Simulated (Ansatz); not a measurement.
**C3H2F4: comparison of dispersion corrections from a Python script**

A script is to give a comparison of dispersion corrections; the system is C3H2F4.

Program: the Python package of Ansatz 0.2.0. The levels of theory stand in the script. These are calculated values, not measurements.

**1. The structure**

Bond lengths: F1–C2 1.342 Å, C2–C3 1.489 Å, C3–F4 1.352 Å, C3–C5 1.332 Å, C5–F6 1.335 Å, C5–F7 1.367 Å, C2–H8 1.111 Å, C2–H9 1.108 Å. Angles: F1–C2–C3 111.6°, F1–C2–H8 110.3°, F1–C2–H9 105.5°, C3–C2–H8 111.6°, C3–C2–H9 108.9°, H8–C2–H9 108.7°, C2–C3–F4 117.9°, C2–C3–C5 123.2°, F4–C3–C5 118.2°, C3–C5–F6 122.0°, C3–C5–F7 119.0°, F6–C5–F7 119.0°.

No structure file is read: the coordinates are typed or built in the script.

**2. The code**

Contents of c3h2f4.py:

```python
'''Size of D3 and D4 in C3H2F4.'''

import warnings

import ansatz as az
from rdkit import Chem
from rdkit.Chem import AllChem

warnings.simplefilter('ignore', az.DeckWarning)

# start geometry from RDKit
rd = Chem.AddHs(Chem.MolFromSmiles('FCC(F)=C(F)F'))
AllChem.EmbedMolecule(rd, randomSeed=390)
AllChem.UFFOptimizeMolecule(rd)
mol = az.Crystal.molecule()
for atom, xyz in zip(rd.GetAtoms(), rd.GetConformer().GetPositions()):
    mol = mol.atom(atom.GetSymbol(), xyz.round(5).tolist())

setup = mol.calculation().basis(gaussian='def2-SVP')
for name in ['b3lyp', 'pbe']:
    for correction in ('d3bj', 'd4'):
        r = setup.functional(name, dispersion=correction).run().report
        print(f'{name:8s} {correction:5s} total {r["free_energy_ev"]:.5f} eV, of which dispersion {1000 * r["dispersion"]["energy"]["ev"]:.2f} meV')
```

**3. Launch**

The run is started by

```console
$ python c3h2f4.py
```

The log of the run:

```text
b3lyp    d3bj  total -13998.59824 eV, of which dispersion -259.01 meV
b3lyp    d4    total -13998.59211 eV, of which dispersion -252.88 meV
pbe      d3bj  total -13984.71185 eV, of which dispersion -152.44 meV
pbe      d4    total -13984.71814 eV, of which dispersion -158.73 meV
```

It took 6.7 s on 1 thread of Intel Xeon 6975P-C (Granite Rapids), shared host; peak memory 0.33 GiB.

**4. The engine's runs**

One row for each of the 4 runs:

| run | functional | dispersion | energy (eV) | SCF cycles | CPU time (s) |
| --- | --- | --- | --- | --- | --- |
| 1 | b3lyp | d3bj | -13998.5982 | 18 | 1.7 |
| 2 | b3lyp | d4 | -13998.5921 | 18 | 1.7 |
| 3 | pbe | d3bj | -13984.7119 | 19 | 1.4 |
| 4 | pbe | d4 | -13984.7181 | 19 | 1.4 |

Totals under unlike functionals or potentials can't be compared directly.

**5. What came out**

```
         quantity                   value
dispersion energy  -259.01 to -152.44 meV
    runs compared                       4
```

In words: The dispersion term depends on the functional it is damped for, so it isn't a property of the molecule alone. All 4 runs converged, in 18 to 19 cycles. Caveats:
- The geometry is a force-field or estimated start, not a minimum of this method, and the basis set is short of its limit. D4 holds the three-body term, and d3bj doesn't.
- b3lyp holds the VWN-RPA fit, as in Gaussian; the form of ORCA and Turbomole is b3lyp5.
